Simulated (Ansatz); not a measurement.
# C2H8GaN: the cost of one run

Computed with Ansatz 0.2.0, Gaussian basis. Level: the settings change from run to run.

**1. The molecule**

An earlier PBE0-D4 in a triple-zeta def2 set relaxation fixed the geometry.

SMILES `C[NH][GaH][CH3]`, 12 atoms, charge 0, spin multiplicity 1.

Atoms are counted from 1 here; the program's logs count them from 0.

Bond lengths: C1–N2 1.442 Å, C1–H5 1.098 Å, C1–H6 1.098 Å, C1–H7 1.092 Å, N2–Ga3 1.821 Å, N2–H8 1.008 Å, Ga3–C4 1.962 Å, Ga3–H9 1.566 Å, C4–H10 1.091 Å, C4–H11 1.093 Å, C4–H12 1.093 Å. Angles: N2–C1–H5 112.5°, N2–C1–H6 112.5°, N2–C1–H7 110.0°, H5–C1–H6 107.5°, H5–C1–H7 107.0°, H6–C1–H7 107.0°, C1–N2–Ga3 128.6°, C1–N2–H8 112.9°, Ga3–N2–H8 118.5°, N2–Ga3–C4 118.9°, N2–Ga3–H9 114.7°, C4–Ga3–H9 126.4°, Ga3–C4–H10 112.3°, Ga3–C4–H11 110.2°, Ga3–C4–H12 110.3°, H10–C4–H11 108.3°, H10–C4–H12 108.4°, H11–C4–H12 107.2°.

**2. MP2/x2c-TZVPPall**

Set apart from the defaults: charge -1, multiplicity 2, density fitting with def2-universal-jkfit.

File in.yaml:

```yaml
crystal:
  periodic: [false, false, false]
  atoms:
    - {symbol: C, position_ang: [-1.320033, 1.195005, 0.445103]}
    - {symbol: N, position_ang: [-0.796462, 0.661576, -0.788108]}
    - {symbol: Ga, position_ang: [0.549411, -0.542475, -1.024526]}
    - {symbol: C, position_ang: [1.465685, -1.263453, 0.554084]}
    - {symbol: H, position_ang: [-2.382554, 0.959486, 0.587290]}
    - {symbol: H, position_ang: [-1.212569, 2.285324, 0.510581]}
    - {symbol: H, position_ang: [-0.781852, 0.769052, 1.295006]}
    - {symbol: H, position_ang: [-1.263491, 1.026893, -1.603031]}
    - {symbol: H, position_ang: [0.852505, -0.898996, -2.519494]}
    - {symbol: H, position_ang: [1.094001, -0.828235, 1.482657]}
    - {symbol: H, position_ang: [1.332959, -2.346873, 0.605251]}
    - {symbol: H, position_ang: [2.539400, -1.072404, 0.489089]}
basis:
  gaussian: {orbitals: x2c-TZVPPall, fitting: {mean_field: def2-universal-jkfit}}
total_charge: -1
magnetization: {spin_polarized: true, initial_magnetization: 1}
hamiltonian: {xc: {name: HF}}
correlation: {method: mp2}
```

On the command line:

```console
> ansatz run in.yaml --threads 4 --pin off --events-out ev --progress --plain --max-ram 10444MiB
```

**Question.** How long does this run take on 4 threads of AMD EPYC 7B13, shared host, and how much memory does it need?

About 8 s, with a peak of 0.48 GiB.
